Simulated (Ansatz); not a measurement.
Write the native input for Ansatz 0.2.0 that does the following.

* Task: relaxation of cell and atoms
* Functional: r2SCAN
* Dispersion: rVV10
* Potentials or basis: Ansatz PAW
* Cutoff: 500 eV (not typed: the program's choice for these potentials)
* k mesh: 8 × 8 × 8
* Occupations: fermi-dirac, width 0.05 eV
* Spin: no spin polarisation

The system is Na3Cl2.

```xyz
5
Lattice="1.7600 -10.1703 0.0000 1.7600 10.1703 0.0000 0.0000 0.0000 3.5276" Properties=species:S:1:pos:R:3 pbc="T T T"
Cl    1.7600    8.4088    1.7638
Cl    1.7600   -8.4088    1.7638
Na    1.7600   -3.4373    0.0000
Na    1.7600    3.4373    0.0000
Na    1.7600    0.0000    0.0000
```

The cell comes from a database or a generator and needn't be the stable form of this composition.

The input as run:

input.yaml

```yaml
crystal:
  lattice:
    - [1.759951, -10.170256, 0.0]
    - [1.759951, 10.170256, 0.0]
    - [0.0, 0.0, 3.527636]
  atoms:
    - { symbol: Cl, position: [0.086598, 0.913402, 0.5] }
    - { symbol: Cl, position: [0.913402, 0.086598, 0.5] }
    - { symbol: Na, position: [0.668989, 0.331011, 0.0] }
    - { symbol: Na, position: [0.331011, 0.668989, 0.0] }
    - { symbol: Na, position: [0.5, 0.5, 0.0] }
hamiltonian:
  xc: r2scan
  pseudopotentials: { kind: paw }
  dispersion: rvv10
kpoints:
  mp_grid: { grid: [8, 8, 8] }
scf:
  occupations: { method: fermi_dirac, width: 0.05 }
output:
  forces: true
  stress: true
  eigenvalues: true
  write_density: true
  write_potential: true
  elf: true
  volumetric_format: npy
relax:
  f_tol: 0.01
  max_steps: 40
  cell: { stress_tol: 0.05 }
```

Potentials or basis: Ansatz PAW.

Command:

```bash
$ ansatz run input.yaml --threads 2 --pin off --max-ram 5632MiB --backend cpu --events-out ev --progress --plain --runs-dir out
```

It gave:

| Item | Value |
| --- | --- |
| Relaxed volume | 24.08 Å³/atom |
| Relaxed cell | a = 10.253 Å, b = 10.253 Å, c = 3.445 Å, α = 90.00°, β = 90.00°, γ = 160.58° |
| Space group after relaxing (to 0.05 Å) | Cmmm (No. 65) |
| Energy gained by relaxing | 5.8 meV/atom |
| Ionic steps | 5 |
| Pressure after relaxing | 0.0 GPa |
| Largest force after relaxing | 0.004 eV/Å |
| Band gap on the k mesh | none (metal or under the smearing width) |

Caveat: the plane-wave basis is chosen anew once the cell has moved, so the energies of steps on either side of that aren't comparable; an odd number of electrons without spin polarisation forces a metal; a magnetic or distorted state may lie lower; the PAW data sets come from PBE, with cores solved anew for the run's functional, which leaves a small shift of forces and pressure.

It took 3.5 min on 2 threads of Arm Neoverse V1, on a shared host, peak memory 0.96 GiB.
